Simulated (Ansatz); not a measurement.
**GaH6O3P: a ladder of functionals and wavefunction methods**

The task here is to estimate one member of a computed series from the others.

The runs use Ansatz 0.2.0, Gaussian basis; functionals in def2-TZVPP, the program's frozen cores in correlated methods.

The runs, in order: LDA (SPW92), PBE-D4, revPBE-D4, BLYP-D4, r2SCAN-D4, B97M-V, PBE0-D4, B3LYP-D4, r2SCANh-D4, r2SCAN0-D4, HSE06-D4, BHLYP-D4, CAM-B3LYP-D4, LC-ωPBE, ωB97X-V, ωB97M-V, B2PLYP, PBE-QIDH; CCSD(T)/def2-SVP; CCSD(T)/def2-TZVPP; MP2/def2-QZVPP; extrapolation to the limit; RPA on PBE.

### The relaxed structure

An earlier PBE0-D4 in a triple-zeta def2 set relaxation fixed the geometry.

SMILES `[OH][Ga-]([OH])([OH])[PH3+]`, 11 atoms, charge 0, spin multiplicity 1.

Atoms are counted from 1 here; the program's logs count them from 0.

Bond lengths: O1–Ga2 1.801 Å, O1–H6 0.959 Å, Ga2–O3 1.801 Å, Ga2–O4 1.801 Å, Ga2–P5 2.576 Å, O3–H7 0.959 Å, O4–H8 0.959 Å, P5–H9 1.409 Å, P5–H10 1.409 Å, P5–H11 1.409 Å. Angles: Ga2–O1–H6 112.3°, O1–Ga2–O3 118.2°, O1–Ga2–O4 118.2°, O1–Ga2–P5 97.8°, O3–Ga2–O4 118.2°, O3–Ga2–P5 97.9°, O4–Ga2–P5 97.8°, Ga2–O3–H7 112.3°, Ga2–O4–H8 112.3°, Ga2–P5–H9 118.9°, Ga2–P5–H10 119.0°, Ga2–P5–H11 118.8°, H9–P5–H10 98.6°, H9–P5–H11 98.6°, H10–P5–H11 98.6°.

The first run:

Contents of in.yaml:

```yaml
crystal:
  periodic: [false, false, false]
  atoms:
    - {symbol: O, position_ang: [-1.777244, 0.351677, 1.087567]}
    - {symbol: Ga, position_ang: [-0.221226, -0.481746, 0.728024]}
    - {symbol: O, position_ang: [1.211875, -0.084010, 1.744297]}
    - {symbol: O, position_ang: [-0.286195, -2.103383, -0.053736]}
    - {symbol: P, position_ang: [0.432600, 0.885778, -1.355224]}
    - {symbol: H, position_ang: [-1.725670, 0.896459, 1.875462]}
    - {symbol: H, position_ang: [1.801270, -0.833075, 1.852677]}
    - {symbol: H, position_ang: [-1.183691, -2.431308, -0.138640]}
    - {symbol: H, position_ang: [0.683725, 2.265413, -1.214217]}
    - {symbol: H, position_ang: [1.596465, 0.531641, -2.066798]}
    - {symbol: H, position_ang: [-0.466610, 0.945352, -2.438812]}
basis:
  gaussian: {orbitals: def2-TZVPP}
hamiltonian: {xc: lda}
output: {orbitals: {seedname: orbitals}}
```

On the command line:

```sh
> ansatz run in.yaml --threads 8 --pin off --events-out ev --progress --plain --max-ram 20889MiB
```

Steps of the session up to this table: LDA; PBE-D4 (GGA); revPBE-D4 (GGA); BLYP-D4 (GGA); r2SCAN-D4 (meta-GGA); B97M-V (meta-GGA); B3LYP-D4 (hybrid); r2SCANh-D4 (hybrid); r2SCAN0-D4 (hybrid); HSE06-D4 (hybrid); BHLYP-D4 (hybrid); CAM-B3LYP-D4 (range-separated); LC-ωPBE (range-separated); ωB97X-V (range-separated); ωB97M-V (range-separated); B2PLYP (double hybrid); PBE-QIDH (double hybrid).

One of the session's tables, all rows but one given; the rest of the session is left out.

It belongs to the step «Frontier levels by functional». 

```
  functional  HOMO (eV)  gap (eV)
 LDA (SPW92)      -6.62      5.45
      PBE-D4      -6.43      5.45
   revPBE-D4      -6.36      5.45
     BLYP-D4      -6.35      5.38
   r2SCAN-D4      -6.76      6.05
      B97M-V      -6.86      5.98
     PBE0-D4          ?         ?
    B3LYP-D4      -7.73      7.31
  r2SCANh-D4      -7.33      6.95
  r2SCAN0-D4      -8.19      8.29
    HSE06-D4      -7.55      7.10
    BHLYP-D4      -9.39     10.06
CAM-B3LYP-D4      -9.38     10.15
     LC-ωPBE     -10.69     12.82
     ωB97X-V     -10.36     12.27
     ωB97M-V     -10.29     11.82
```

Estimate the missing values for PBE0-D4.

The run gave: HOMO (eV): -7.96; gap (eV): 7.88. In the column «HOMO (eV)» it lies between r2SCAN0-D4 (-8.19) and B3LYP-D4 (-7.73).
